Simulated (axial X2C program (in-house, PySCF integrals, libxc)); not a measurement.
**A two-component session on TeSi: properties at the nuclei**

Wanted for TeSi: properties at the nuclei, at the two-component level.

Computed with an in-house X2C program for linear molecules on PySCF integrals. Level: two-component X2C with atomic mean-field terms, Te dyall-cv3z, Si dyall-v3z.

All values are calculated.

### 1 Set-up

Contents of task.json:

```json
{"zs": [52, 14], "q": 0, "bas": ["dyall-cv3z", "dyall-v3z"], "r0": 2.35, "levels": ["PBE0", "HF", "TPSSh", "B3LYP", "LDA"], "nst": 3}
```

Keys: zs atomic numbers; q charge; bas basis sets; r0 starting distance in Å; levels methods (HF also brings MP2); nst determinants followed.

Started as:

```console
$ python soeom.py task.json out
```

Nuclei are Gaussian, cores are contracted, and the Gaunt term is on.

### 2 Expectation values, lowest determinant

R = 2.277 Å. State: Ω = 0 (closed shell).

Output of the PBE0 run:

```text
two-component X2C + atomic mean field  PBE0
basis functions 170  fitting functions 929  grid points 5081
iter        total energy     max residual
   1      -7080.589371331     4.69e-06
   2      -7080.589371331     4.78e-06
converged
one-electron -10053.50590493  Coulomb 3005.85343099  exact exchange -48.75830349  xc functional -149.28506517  nuclear repulsion 169.18797082  atomic mean-field constant -4.08149955
```

The highest occupied spinor is 66% Te p, 29% Si p, 4% Si d.

```csv
level,qzz Te (a.u.),qzz Si (a.u.),μ (D)
PBE0,-1.43,-1.52,0.76
HF,-0.97,-1.88,1.45
TPSSh,-1.37,-1.46,0.63
B3LYP,-1.39,-1.54,0.81
LDA,-1.59,-1.42,0.65
```

Eeff is the effective electric field on the electron dipole moment in this Ω state and Ws the scalar–pseudoscalar constant (defined with the proton number Z and per Ω); A∥ is the parallel hyperfine constant, which follows by multiplying with the nuclear g factor gI = μI/(I μN); qzz is the electric field gradient, eQq0 = 234.96 MHz × Q/barn × qzz; μ is positive if Si is the positive end. The operators were transformed with the bare-nucleus X2C matrices.

### 3 Expectation values, a higher determinant

R = 2.277 Å. State: Ω = 1 (excess of +ω over −ω: ω = -1/2, ω = 3/2), 2.41 eV above the lowest in the PBE0 search for states (made at or near this distance, with looser thresholds).

Output of the PBE0 run:

```text
two-component X2C + atomic mean field  PBE0
basis functions 170  fitting functions 929  grid points 5081
iter        total energy     max residual
   1      -7080.500715483     6.41e-06
   2      -7080.500715484     5.36e-06
converged
one-electron -10052.37708155  Coulomb 3004.84434358  exact exchange -48.77262959  xc functional -149.30181920  nuclear repulsion 169.18797082  atomic mean-field constant -4.08149955
```

The highest occupied spinor is 71% Si p, 18% Te p, 8% Te d.

```csv
level,Eeff magnitude (GV/cm),Ws magnitude Te (kHz),A∥/gI Te (MHz),qzz Te (a.u.),A∥/gI Si (MHz),qzz Si (a.u.),μ (D)
PBE0,0.452,0.273,328,-3.38,-220,-0.85,-1.07
HF,1.69,1.01,435,-3.17,-208,-1.00,-0.76
TPSSh,0.458,0.272,336,-3.39,-189,-0.81,-1.17
B3LYP,0.264,0.157,367,-3.42,-211,-0.86,-1.01
LDA,0.16,0.0998,331,-3.59,-209,-0.80,-1.11
```

### 4 Results

```
                                        quantity                                            value
                              lowest determinant                             Ω = 0 (closed shell)
                             qzz Te (a.u.), PBE0                                            -1.43
                             qzz Si (a.u.), PBE0                                            -1.52
                                     μ (D), PBE0                                             0.76
                              higher determinant  Ω = 1 (excess of +ω over −ω: ω = -1/2, ω = 3/2)
Eeff magnitude (GV/cm), PBE0, higher determinant                                            0.452
 Ws magnitude Te (kHz), PBE0, higher determinant                                            0.273
        A∥/gI Te (MHz), PBE0, higher determinant                                              328
         qzz Te (a.u.), PBE0, higher determinant                                            -3.38
```

**Reading.** The expectation values come from single determinants, which for open shells can mix terms of unlike spin or miss the lowest Ω, so a determinant need not be a state. Eeff is the effective electric field on the electron dipole moment in this Ω state and Ws the scalar–pseudoscalar constant (defined with the proton number Z and per Ω); A∥ is the parallel hyperfine constant, which follows by multiplying with the nuclear g factor gI = μI/(I μN); qzz is the electric field gradient, eQq0 = 234.96 MHz × Q/barn × qzz; μ is positive if Si is the positive end. The operators were transformed with the bare-nucleus X2C matrices.
